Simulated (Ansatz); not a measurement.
Working through a phonon calculation by finite displacements of TaF3, space group Pm-3m

With Ansatz 0.2.0, Python API.

At the Python prompt:
```pycon
>>> from pathlib import Path
>>> import warnings
>>> import ansatz as az
>>> import numpy as np
>>> warnings.simplefilter("ignore", az.DeckWarning)
>>> structure = (
...     az.Lattice.of((4.166646, 0.0, 0.0), (0.0, 4.166646, 0.0), (0.0, 0.0, 4.166646))
...     .atom("Ta", (0.0, 0.0, 0.0))
...     .atom("F", (0.0, 0.5, 0.0))
...     .atom("F", (0.5, 0.0, 0.0))
...     .atom("F", (0.0, 0.0, 0.5))
... )
>>> [site.symbol for site in structure.resolved().sites]
['Ta', 'F', 'F', 'F']
>>> setup = (
...     structure.calculation()
...     .functional("PBEsol")
...     .basis(260)
...     .occupations(az.OccupationsMethod.FERMI_DIRAC, width=0.05)
...     .eigensolver("davidson", mixed_precision=False)
...     .scf(tolerance=1e-08)
...     .kpoints(7, 7, 7)
...     .phonons("fd", supercell=1, amplitude=0.03)
... )
>>> out = setup.run(threads=1, backend="cpu", runs_dir="phonon_runs")

>>> folder = Path(out.output_folder) / "results"
>>> ph = out.phonons
>>> print("modes at Gamma (1/cm):", np.round(ph.gamma_omega_inv_cm, 1) + 0.0)
modes at Gamma (1/cm): [  0.    0.    0.  221.8 221.8 221.8 248.7 248.7 248.7 445.5 445.5 445.5]
>>> print(f"{ph.n_members} displaced supercells, sum-rule residual {ph.asr_residual_pre_ev_ang2:.1e} eV/A^2")
2 displaced supercells, sum-rule residual 4.8e-02 eV/A^2
>>> optical = np.sort(ph.gamma_omega_inv_cm)
>>> print("imaginary modes at Gamma:", int((optical < -10).sum()), "- highest mode", round(float(optical[-1]), 1), "1/cm")
imaginary modes at Gamma: 0 - highest mode 445.5 1/cm
```

The settings weren't tested for convergence. The cutoff lies under the one recommended for these potentials. The run is spin-unpolarised. The cell isn't relaxed first, so the values belong to this volume. For a metal this k-point mesh is coarse: on a finer one energies can move by several to tens of meV an atom and pressures by half a GPa or more, differences at one mesh by less. Spin-orbit coupling, which matters for elements this heavy, is left out. This cell is a computed structure, which may not be the phase found in nature. The structure is taken as given and the supercell is small; imaginary modes can come from an unrelaxed or unstable start. Phonons of metals also depend on mesh and smearing. The script silences the warnings on its input, which a real study should read. Hardware and time: 29 s on 1 thread of Arm Neoverse V2, with other jobs on the host, peak memory 0.42 GiB.

(Lines on the test bed's own set-up are left out of the output.)
